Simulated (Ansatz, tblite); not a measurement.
# WBr6: a ladder of methods and basis sets

How do method and basis change the picture of WBr6 (singlet)?

Computed with Ansatz 0.2.0, Gaussian basis. Level: as each input shows.

The runs, in order: GFN1-xTB, GFN2-xTB, PBE-D4/def2-TZVP, r2SCAN-D4/def2-TZVP, PBE-QIDH/def2-TZVP, B2PLYP/def2-TZVP, PBE-D4/def2-SVP, PBE0-D4/def2-SVP, PBE-D4/def2-TZVPD, MP2/def2-SVP, RPA/def2-SVP.

16 further runs of the same task are left out: 15 that didn't finish, 1 set aside as unsound or not needed. Runs told in other sessions of the task aren't counted.

### 1 The structure

The singlet was relaxed beforehand with PBE-D4/def2-SVP.

7 atoms, charge 0, spin multiplicity 1.

Bond lengths: W1–Br2 2.489 Å, W1–Br3 2.489 Å, W1–Br4 2.489 Å, W1–Br5 2.489 Å, W1–Br6 2.489 Å, W1–Br7 2.489 Å. Angles: Br2–W1–Br3 180.0°, Br2–W1–Br4 90.0°, Br2–W1–Br5 90.0°, Br2–W1–Br6 90.0°, Br2–W1–Br7 90.0°, Br3–W1–Br4 90.0°, Br3–W1–Br5 90.0°, Br3–W1–Br6 90.0°, Br3–W1–Br7 90.0°, Br4–W1–Br5 180.0°, Br4–W1–Br6 90.0°, Br4–W1–Br7 90.0°, Br5–W1–Br6 90.0°, Br5–W1–Br7 90.0°, Br6–W1–Br7 180.0°.

Formally the metal is d0. W takes a core potential in the def2 sets. No spin-orbit coupling is included.

PBE0-D4/def2-TZVP was run before; its log isn't repeated, and its numbers join the tables.

### 2 GFN1-xTB

Tight binding, by tblite at 300 K electronic temperature and without a spin-polarisation term:

```python
tblite.interface.Calculator('GFN1-xTB', numbers, positions, charge=0, uhf=0).singlepoint()
```

Energy -700.8564 eV, HOMO -11.78 eV, LUMO -9.77 eV; 0.01 s.

### 3 GFN2-xTB

Tight binding, by tblite at 300 K electronic temperature and without a spin-polarisation term:

```python
tblite.interface.Calculator('GFN2-xTB', numbers, positions, charge=0, uhf=0).singlepoint()
```

Energy -744.6345 eV, HOMO -12.91 eV, LUMO -10.38 eV; 0.012 s.

### 4 PBE-D4/def2-TZVP

start.molden holds the orbitals of an earlier run on this state, given as this run's starting guess.

The input, in.yaml:

```yaml
crystal:
  periodic: [false, false, false]
  atoms:
    - {symbol: W, position_ang: [-0.000010, -0.000014, -0.000043]}
    - {symbol: Br, position_ang: [-0.017275, -0.009853, 2.489020]}
    - {symbol: Br, position_ang: [0.017291, 0.009862, -2.489069]}
    - {symbol: Br, position_ang: [2.489057, 0.004096, 0.016869]}
    - {symbol: Br, position_ang: [-2.489078, -0.004081, -0.016832]}
    - {symbol: Br, position_ang: [-0.005234, 2.489104, 0.008420]}
    - {symbol: Br, position_ang: [0.005249, -2.489113, -0.008375]}
basis:
  gaussian: {orbitals: def2-TZVP, initial_orbitals: start.molden}
hamiltonian: {xc: pbe, dispersion: d4}
scf: {omitted_lower_state_checks: [starts]}
output: {forces: true, orbitals: {seedname: orbitals}}
```

Started as:

```bash
ansatz run in.yaml --threads 4 --pin off --events-out ev --progress --plain --max-ram 4787MiB
```

After this run come: r2SCAN-D4/def2-TZVP; PBE-QIDH/def2-TZVP; B2PLYP/def2-TZVP; PBE-D4/def2-SVP; PBE0-D4/def2-SVP; PBE-D4/def2-TZVPD; MP2/def2-SVP; RPA/def2-SVP.

**Question.** What will the summary of the whole plan be? Wanted: gap in def2-TZVP, named functionals, smallest and largest; correlation energy, MP2/def2-SVP; binding an atom, B2PLYP/def2-TZVP; PBE0 total energy, smallest basis above largest.

**Answer**, as computed:

| quantity | value |
| --- | --- |
| gap in def2-TZVP, named functionals, smallest and largest | 1.42 eV (PBE-D4), 2.99 eV (PBE0-D4) |
| correlation energy, MP2/def2-SVP | -50.11 eV |
| binding an atom, B2PLYP/def2-TZVP | 2.69 eV |
| PBE0 total energy, smallest basis above largest | 51.55 eV (def2-SVP, def2-TZVP) |

What this shows: Orbital gaps of the named functionals in def2-TZVP span 1.42 eV (PBE-D4) to 2.99 eV (PBE0-D4); exact exchange widens it.
